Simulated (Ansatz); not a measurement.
**WS2: stiffness from strained cells**

Aim: the elastic tensor from the stress of slightly strained cells, and the moduli that follow. Runs: cell and atoms relaxed (PAW); elastic constants (PAW); in-plane strain -0.02, out-of-plane length and atoms relaxed (PAW); in-plane strain -0.01, out-of-plane length and atoms relaxed (PAW); in-plane strain -0.005, out-of-plane length and atoms relaxed (PAW); in-plane strain +0.005, out-of-plane length and atoms relaxed (PAW); in-plane strain +0.01, out-of-plane length and atoms relaxed (PAW); in-plane strain +0.02, out-of-plane length and atoms relaxed (PAW).

The COD entry's cell or inner coordinates are ideal or old and differ from later refinements, so a difference from it is no clean test against experiment.

Program: Ansatz 0.2.0. Level of theory: DFT LDA, frozen-core PAW, scalar-relativistic unless said. These are calculated values, not measurements.

**1. The starting structure**

It takes space group P6_3/mmc (No. 194, hexagonal). Conventional cell: a = 3.180 Å, b = 3.180 Å, c = 12.500 Å, α = 90.00°, β = 90.00°, γ = 120.00°. Around W (site symmetry -6m2) lie 6 S at 2.41 Å. Around S (site symmetry 3m) lie 3 W at 2.41 Å.

Coordinates:

```xyz
6
Lattice="3.1800 0.0000 0.0000 -1.5900 2.7540 0.0000 0.0000 0.0000 12.5000" Properties=species:S:1:pos:R:3 pbc="T T T"
W     0.0000    1.8360    3.1250
W     1.5900    0.9180    9.3750
S     0.0000    1.8360    7.8125
S     1.5900    0.9180    1.5625
S     0.0000    1.8360   10.9375
S     1.5900    0.9180    4.6875
```

Cartesian axes are those of the input's lattice vectors. The structure goes back to a database entry.

**2. Cell and atoms relaxed, PAW**

input.yaml reads:

```yaml
crystal:
  lattice:
    - [3.17999999999, 0.0, 0.0]
    - [-1.58999999999, 2.75396078402, 0.0]
    - [0.0, 0.0, 12.5]
  atoms:
    - { symbol: W, position: [0.333333333333, 0.666666666667, 0.25] }
    - { symbol: W, position: [0.666666666667, 0.333333333333, 0.75] }
    - { symbol: S, position: [0.333333333333, 0.666666666667, 0.625] }
    - { symbol: S, position: [0.666666666667, 0.333333333333, 0.125] }
    - { symbol: S, position: [0.333333333333, 0.666666666667, 0.875] }
    - { symbol: S, position: [0.666666666667, 0.333333333333, 0.375] }
kpoints:
  mp_grid: { grid: [12, 12, 4] }
scf:
  occupations: { method: fermi_dirac, width: 0.08 }
hamiltonian:
  xc: lda
  pseudopotentials: { kind: paw }
relax:
  f_tol: 0.002
  max_steps: 80
  cell: {}
output:
  forces: true
  stress: true
```

Started as:

```bash
ansatz run input.yaml --threads 1 --pin off --max-ram 3072MiB --backend cpu --events-out ev --progress --plain --runs-dir out
```

**4. Elastic constants, PAW**

input.yaml reads:

```yaml
crystal:
  lattice:
    - [3.12682340703, 0.0, 0.0]
    - [-1.56341170351, 2.70790850364, 0.0]
    - [0.0, 0.0, 12.1591875586]
  atoms:
    - { symbol: W, position: [0.333333333333, 0.666666666667, 0.25] }
    - { symbol: W, position: [0.666666666667, 0.333333333333, 0.75] }
    - { symbol: S, position: [0.333333333333, 0.666666666667, 0.621535398172] }
    - { symbol: S, position: [0.666666666667, 0.333333333333, 0.121535398172] }
    - { symbol: S, position: [0.333333333333, 0.666666666667, 0.878464601828] }
    - { symbol: S, position: [0.666666666667, 0.333333333333, 0.378464601828] }
kpoints:
  mp_grid: { grid: [6, 6, 2] }
scf:
  occupations: { method: fixed }
hamiltonian:
  xc: lda
  pseudopotentials: { kind: paw }
elastic:
  mode: relaxed_ion
  stencil: two_point
  amplitude: 0.005
```

**5. In-plane strain -0.02, out-of-plane length and atoms relaxed, PAW**

input.yaml, as its differences from that of step 4:

```diff
@@ -2,5 +2,5 @@
   lattice:
-    - [3.12682340703, 0.0, 0.0]
-    - [-1.56341170351, 2.70790850364, 0.0]
-    - [0.0, 0.0, 12.1591875586]
+    - [3.06428693889, 0.0, 0.0]
+    - [-1.53214346944, 2.65375033356, 0.0]
+    - [0.0, 0.0, 12.30509780931]
   atoms:
@@ -19,5 +19,8 @@
   pseudopotentials: { kind: paw }
-elastic:
-  mode: relaxed_ion
-  stencil: two_point
-  amplitude: 0.005
+relax:
+  f_tol: 0.002
+  max_steps: 80
+  cell: { fix: [a, b, gamma] }
+output:
+  forces: true
+  stress: true
```

**6. In-plane strain -0.01, out-of-plane length and atoms relaxed, PAW**

input.yaml, as its differences from that of step 5:

```diff
@@ -2,5 +2,5 @@
   lattice:
-    - [3.06428693889, 0.0, 0.0]
-    - [-1.53214346944, 2.65375033356, 0.0]
-    - [0.0, 0.0, 12.30509780931]
+    - [3.09555517296, 0.0, 0.0]
+    - [-1.54777758648, 2.6808294186, 0.0]
+    - [0.0, 0.0, 12.23214268396]
   atoms:
```

**7. In-plane strain -0.005, out-of-plane length and atoms relaxed, PAW**

input.yaml, as its differences from that of step 6:

```diff
@@ -2,5 +2,5 @@
   lattice:
-    - [3.09555517296, 0.0, 0.0]
-    - [-1.54777758648, 2.6808294186, 0.0]
-    - [0.0, 0.0, 12.23214268396]
+    - [3.11118929, 0.0, 0.0]
+    - [-1.555594645, 2.69436896112, 0.0]
+    - [0.0, 0.0, 12.19566512128]
   atoms:
@@ -26 +26,5 @@
   stress: true
+  write_density: true
+  write_potential: true
+  elf: true
+  volumetric_format: npy
```

**8. In-plane strain +0.005, out-of-plane length and atoms relaxed, PAW**

input.yaml, as its differences from that of step 7:

```diff
@@ -2,5 +2,5 @@
   lattice:
-    - [3.11118929, 0.0, 0.0]
-    - [-1.555594645, 2.69436896112, 0.0]
-    - [0.0, 0.0, 12.19566512128]
+    - [3.14245752407, 0.0, 0.0]
+    - [-1.57122876203, 2.72144804616, 0.0]
+    - [0.0, 0.0, 12.12270999593]
   atoms:
@@ -26,5 +26 @@
   stress: true
-  write_density: true
-  write_potential: true
-  elf: true
-  volumetric_format: npy
```

**9. In-plane strain +0.01, out-of-plane length and atoms relaxed, PAW**

input.yaml, as its differences from that of step 8:

```diff
@@ -2,5 +2,5 @@
   lattice:
-    - [3.14245752407, 0.0, 0.0]
-    - [-1.57122876203, 2.72144804616, 0.0]
-    - [0.0, 0.0, 12.12270999593]
+    - [3.1580916411, 0.0, 0.0]
+    - [-1.57904582055, 2.73498758867, 0.0]
+    - [0.0, 0.0, 12.08623243325]
   atoms:
@@ -26 +26,5 @@
   stress: true
+  write_density: true
+  write_potential: true
+  elf: true
+  volumetric_format: npy
```

**10. In-plane strain +0.02, out-of-plane length and atoms relaxed, PAW**

input.yaml, as its differences from that of step 9:

```diff
@@ -2,5 +2,5 @@
   lattice:
-    - [3.1580916411, 0.0, 0.0]
-    - [-1.57904582055, 2.73498758867, 0.0]
-    - [0.0, 0.0, 12.08623243325]
+    - [3.18935987517, 0.0, 0.0]
+    - [-1.59467993758, 2.76206667371, 0.0]
+    - [0.0, 0.0, 12.0132773079]
   atoms:
@@ -26,5 +26 @@
   stress: true
-  write_density: true
-  write_potential: true
-  elf: true
-  volumetric_format: npy
```

(Steps that only read results are left out.)

Q: Predict the outcome of this session. Wanted: C11; C12; C13; C33; C44; bulk, shear and Young's modulus; Debye temperature from sound speeds; universal anisotropy index.

As calculated:

| quantity | value |
| --- | --- |
| C11 (PAW) | 264 GPa |
| C12 (PAW) | 56 GPa |
| C13 (PAW) | 10 GPa |
| C33 (PAW) | 51 GPa |
| C44 (PAW) | 20 GPa |
| bulk, shear and Young's modulus | 62, 48, 114 GPa |
| Debye temperature from sound speeds | 271 K |
| universal anisotropy index | 5.17 |

All eigenvalues are positive, so the crystal is mechanically stable; by PAW K = 62 and G = 48 GPa, K/G = 1.29, on the brittle side of Pugh's rough line at 1.75, which was drawn for metals. Young's modulus runs from 49 to 250 GPa with direction. Cautions: frozen-core PAW files fitted under PBE, their cores solved anew for the functional of the run; no spin-orbit coupling on heavy atoms; no dispersion correction, so the spacing and stiffness between layers or molecules are poor.
